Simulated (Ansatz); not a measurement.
# Al: strong compression

An exercise on one series of results from a longer session: the logs are not shown, and one member is left open.

Program: Ansatz 0.2.0. Level of theory: DFT, PBEsol, PAW with Ansatz's default frozen-core files, scalar-relativistic. These are calculated values, not measurements.

1 further run of the same task is left out (it didn't finish). Runs told in other sessions of the task aren't counted.

### The structure to begin with

Symmetry: Fm-3m, No. 225, cubic system. The conventional cell has a = 4.015 Å, b = 4.015 Å, c = 4.015 Å, α = 90.00°, β = 90.00°, γ = 90.00°. Around Al (site symmetry m-3m) lie 12 Al at 2.84 Å.

As a file:

```cif
data_structure
_symmetry_space_group_name_H-M 'Fm-3m'
_symmetry_Int_Tables_number 225
_cell_length_a 4.0147
_cell_length_b 4.0147
_cell_length_c 4.0147
_cell_angle_alpha 90.000
_cell_angle_beta 90.000
_cell_angle_gamma 90.000
_cell_volume 64.71
loop_
_atom_site_label
_atom_site_type_symbol
_atom_site_symmetry_multiplicity
_atom_site_Wyckoff_symbol
_atom_site_fract_x
_atom_site_fract_y
_atom_site_fract_z
_atom_site_occupancy
Al1 Al 4 a 0.00000 0.00000 0.00000 1
```

The file gives the conventional cell by its symmetry; the runs use the cell typed in the input.

Whether this phase is the stable one at these pressures isn't tested.

Set-up of the first run:

Input file input.yaml:

```yaml
crystal:
  lattice:
    - [0.0, 2.0073479706, 2.0073479706]
    - [2.0073479706, 0.0, 2.0073479706]
    - [2.0073479706, 2.0073479706, 0.0]
  atoms:
    - { symbol: Al, position: [0.0, 0.0, 0.0] }
kpoints:
  mp_grid: { grid: [16, 16, 16] }
scf:
  occupations: { method: fermi_dirac, width: 0.1 }
hamiltonian:
  xc: pbesol
  pseudopotentials: { kind: paw }
output:
  forces: true
  stress: true
  write_density: true
  write_potential: true
  elf: true
  volumetric_format: npy
relax:
  f_tol: 0.005
  max_steps: 40
  cell: {}
```

Started as:

```console
$ ansatz run input.yaml --threads 1 --pin off --max-ram 2048MiB --backend cpu --events-out ev --progress --plain --runs-dir out
```

Among the steps run: Cell relaxed at zero pressure, PAW; Volume scaled by 1, PAW; Volume scaled by 0.92, PAW; Volume scaled by 0.84, PAW; Volume scaled by 0.76, PAW; Volume scaled by 0.68, PAW; Volume scaled by 0.6, PAW; Volume scaled by 0.6, PAW (cutoff 300 eV); Volume scaled by 0.52, PAW; Volume scaled by 0.45, PAW; Volume scaled by 0.45, PAW (cutoff 250 eV).

One of the session's tables, all rows but one given; the rest of the session is left out.

```
             method  volume over the first  volume (Å³/atom)  pressure (GPa)
                PAW                      1            16.177            0.04
                PAW                   0.92                 ?               ?
                PAW                   0.84            13.589           21.28
                PAW                   0.76            12.295           41.40
                PAW                   0.68            11.000           73.15
                PAW                    0.6             9.706          124.51
                PAW                   0.52             8.412          210.87
                PAW                   0.45             7.280          339.70
PAW (cutoff 250 eV)                   0.45             7.280          352.30
PAW (cutoff 300 eV)                    0.6             9.706          123.61
```

Q: Estimate the row for PAW, 0.92 from the others.

As computed: volume (Å³/atom): 14.883; pressure (GPa): 8.35. In the column «volume (Å³/atom)» it lies between PAW, 0.84 (13.589) and PAW, 1 (16.177).

Limits of these values: At pressures up to 352 GPa the PAW spheres may overlap and frozen cores may not hold, so those PAW values are rough without an all-electron check. Warnings in the runs' records: cutoff below recommended.
